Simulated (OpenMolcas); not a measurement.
# Ru⁴⁺ among point charges: CASSCF and CASPT2 levels and susceptibility

How does a field of 6 point charges split the states of Ru⁴⁺, and what χT follows?

Program: OpenMolcas 26.06. Level of theory: state-averaged CASSCF and CASPT2, spin-orbit coupling by RASSI with atomic mean-field integrals. These are calculated values, not measurements, unless marked.

### 1 What is computed

- Species: Ru⁴⁺ (ruthenium, Z = 44, 40 electrons)
- Basis: ANO-RCC-VDZP [6s5p3d1f], 43 functions
- Scalar Hamiltonian: DKH2, point nucleus
- Inactive shells: 1s 2s 2p 3s 3p 3d 4s 4p
- Active space: 4 electrons in 5 orbitals (4d)
- Some configurations of this space: 4d4
- Orbitals: optimised for each spin and parity, averaged over all roots

The outer shells:

4d4
```
4d [↑ ][↑ ][↑ ][↑ ][  ]
```

The ion sits among 6 point charges of -1.7 e arranged as an octahedron (Oh), 1.99 Å from the ion.

Each step is its own input file, run in one work folder so that later steps find the files of earlier ones. Labels, J, g values, rates, χT and fits are worked out afterwards by a script from the matrices that RASSI stores. The input lists half of the charges; inversion (Group=XYZ) makes the rest.

### 2 GATEWAY and SEWARD: basis and integrals

File a.inp:

```
&GATEWAY
Coord
1

Ru 0.0 0.0 0.0
Basis=ANO-RCC-VDZP
Group=XYZ
NoMove
AngMom=0.0 0.0 0.0
AMFI
XField
3 Angstrom 0
1.990000 0.000000 0.000000 -1.700000
0.000000 1.990000 0.000000 -1.700000
0.000000 0.000000 1.990000 -1.700000
&SEWARD
```

Run with:

```sh
$ OMP_NUM_THREADS=1 MOLCAS_MEM=1689 MOLCAS_PROJECT=a pymolcas a.inp > a.log
```

### 3 CASSCF: quintets of even parity, 5 roots

File a.inp:

```
&RASSCF
FileOrb=start.orb
Symmetry=1
Spin=5
nActEl=4 0 0
Inactive=9 9
Ras2=5 0
CIRoot=5 5 1
SDav=5
CIMx=300
Iter=120 100
PrWF=0.3
OrbListing=Nothing
MaxOrb=0
>>> COPY $Project.JobIph JOB001
```

start.orb holds the contracted functions of the basis, ordered by shell, or the orbitals of the step before.

### 4 Reference wave functions, triplets of even parity, 45 roots

File a.inp:

```
&RASSCF
FileOrb=start.orb
Symmetry=1
Spin=3
nActEl=4 0 0
Inactive=9 9
Ras2=5 0
CIRoot=45 45 1
SDav=45
CIMx=300
Iter=120 100
PrWF=0.3
OrbListing=Nothing
MaxOrb=0
>>> COPY $Project.JobIph JOB002
```

### 5 CASSCF: singlets of even parity, 50 roots

File a.inp:

```
&RASSCF
FileOrb=start.orb
Symmetry=1
Spin=1
nActEl=4 0 0
Inactive=9 9
Ras2=5 0
CIRoot=50 50 1
SDav=50
CIMx=300
Iter=120 100
PrWF=0.3
OrbListing=Nothing
MaxOrb=0
>>> COPY $Project.JobIph JOB003
```

### 6 State interaction with spin-orbit coupling

File a.inp:

```
&RASSI
NrOfJobIphs=3 5 45 50
1 2 3 4 5
1 2 3 4 5 6 7 8 9 10 11 12 13 14 15 16 17 18 19 20 21 22 23 24 25 26 27
28 29 30 31 32 33 34 35 36 37 38 39 40 41 42 43 44 45
1 2 3 4 5 6 7 8 9 10 11 12 13 14 15 16 17 18 19 20 21 22 23 24 25 26 27
28 29 30 31 32 33 34 35 36 37 38 39 40 41 42 43 44 45 46 47 48 49 50
IphNames
JOB001
JOB002
JOB003
EJob
SpinOrbit
DIPRint=1.0
SOCoupling=1000.0
Subsets=2
Property=9
'ANGMOM' 1 'ANGMOM' 2 'ANGMOM' 3 'MLTPL  1' 1 'MLTPL  1' 2 'MLTPL  1' 3
'AMFI' 1 'AMFI' 2 'AMFI' 3
SOProperty=3
'ANGMOM' 1 'ANGMOM' 2 'ANGMOM' 3
```

### 7 CASPT2: IPEA 0.25, imaginary shift 0.1 (closed shells correlated: 4s 4p)

File a.inp:

```
>>> COPY JOB001 $Project.JobIph
&CASPT2
Multistate=5 1 2 3 4 5
NoMult
Frozen=8 6
IPEA=0.25
Imaginary=0.1
MaxIter=60
WThr=0.0 0.3 0.05
PrWF=0.5
NoMix
>>> COPY JOB002 $Project.JobIph
&CASPT2
Multistate=45 1 2 3 4 5 6 7 8 9 10 11 12 13 14 15 16 17 18 19 20 21 22
23 24 25 26 27 28 29 30 31 32 33 34 35 36 37 38 39 40 41 42 43 44 45
NoMult
Frozen=8 6
IPEA=0.25
Imaginary=0.1
MaxIter=60
WThr=0.0 0.3 0.05
PrWF=0.5
NoMix
>>> COPY JOB003 $Project.JobIph
&CASPT2
Multistate=50 1 2 3 4 5 6 7 8 9 10 11 12 13 14 15 16 17 18 19 20 21 22
23 24 25 26 27 28 29 30 31 32 33 34 35 36 37 38 39 40 41 42 43 44 45 46
47 48 49 50
NoMult
Frozen=8 6
IPEA=0.25
Imaginary=0.1
MaxIter=60
WThr=0.0 0.3 0.05
PrWF=0.5
NoMix
```

(Steps that only read results are left out.)

Q: Predict the outcome of this session. Wanted: spin-free ground state; first state of the same spin within the active space; lowest level; next level.

As calculated:

```
                                            quantity                                                                        value
                                              method  SS-CASPT2, IPEA 0.25, imaginary shift 0.1 (closed shells correlated: 4s 4p)
                              spin-free ground state                                               5E, 2-fold in its orbital part
first state of the same spin within the active space                                                             5T2 at 6960 cm⁻¹
                                        lowest level                                                                    1-fold A1
                                          next level                                                                   263.5 cm⁻¹
                                         χT at 300 K                                                               1.92 cm³ K/mol
                           effective moment at 300 K                                                                      3.92 μB
```

Cost by method:

| method | time of its own steps | time with the reference |
| --- | --- | --- |
| A. CASSCF | 23 s | 23 s |
| B. SS-CASPT2, IPEA 0.25, imaginary shift 0.1, +4s 4p | 6.6 s | 30 s |

Times are of one thread on a shared host.

In words: The spin-free ground state (5E) comes to 100 % from free-ion D terms and keeps the highest spin of the shell. χT at 300 K is 1.92, against 3.01 cm³ K/mol for the spin alone, so spin-orbit coupling lowers it. An active space of the d shell alone favours high spin; real ions in strong fields can be low spin. A ligand-field fit to the states below 45000 cm-1 gives 10Dq = 7048 cm-1, B = 782 cm-1 and C = 3637 cm-1 (C/B = 4.65), with a deviation of 475 cm-1. CASPT2 does not keep the components of a term degenerate, and the means are used. An orbital doublet at a regular site is open to a Jahn-Teller distortion, which this geometry leaves out. The field of point charges can differ much from that of real complexes. With metal d orbitals alone active, the gaps between spin states are rough; where two lie within a few thousand cm-1, their order is open. Point charges carry no covalency, so the field is a model and not that of real ligands.
